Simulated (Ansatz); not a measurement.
# Ru3N: the cost of one run

Program: Ansatz 0.2.0. Level of theory: DFT PBE, scalar-relativistic, plane waves, PAW. These are calculated values, not measurements.

## 1. The structure to begin with

The structure is cubic, space group Pm-3m (No. 221). The conventional cell has a = 3.555 Å, b = 3.555 Å, c = 3.555 Å, α = 90.00°, β = 90.00°, γ = 90.00°. Ru (site symmetry 4/mmm) has 8 Ru at 2.51 Å and 4 N at 2.51 Å as nearest neighbours. N (site symmetry m-3m) is surrounded by 12 Ru at 2.51 Å.

As a file:

```
CELL_PARAMETERS angstrom
3.55459 0.00000 0.00000
0.00000 3.55459 0.00000
0.00000 0.00000 3.55459
ATOMIC_POSITIONS crystal
Ru 0.00000 0.50000 0.50000
Ru 0.50000 0.00000 0.50000
Ru 0.50000 0.50000 0.00000
N 0.00000 0.00000 0.00000
```

(A quick probe on a coarse mesh, which set the mesh and smearing, is not shown.)

## 3. Coarse relaxation

input.yaml

```yaml
crystal:
  lattice:
    - [3.5545931273, 0.0, 0.0]
    - [0.0, 3.5545931273, 0.0]
    - [0.0, 0.0, 3.5545931273]
  atoms:
    - { symbol: Ru, position: [0.0, 0.5, 0.5] }
    - { symbol: Ru, position: [0.5, 0.0, 0.5] }
    - { symbol: Ru, position: [0.5, 0.5, 0.0] }
    - { symbol: "N", position: [0.0, 0.0, 0.0] }
basis:
  ecutwfc: 420
kpoints:
  mp_grid: { grid: [6, 6, 6] }
hamiltonian:
  xc: pbe
scf:
  occupations: { method: gaussian, width: 0.1 }
  lower_state_search: "off"
output:
  forces: true
  stress: true
  eigenvalues: true
relax:
  adjacent_minimum: "off"
  f_tol: 0.04
  max_steps: 70
  cell: { stress_tol: 0.4 }
```

Started as:

```
$ ansatz run input.yaml --threads 1 --pin off --max-ram 2560MiB --backend cpu --events-out ev --progress --plain --runs-dir out
```

**Question.** How long does this run take on 1 thread of Intel Xeon 6975P-C (Granite Rapids), shared host, and how much memory does it need?

About 4.5 s, with a peak of 0.37 GiB.
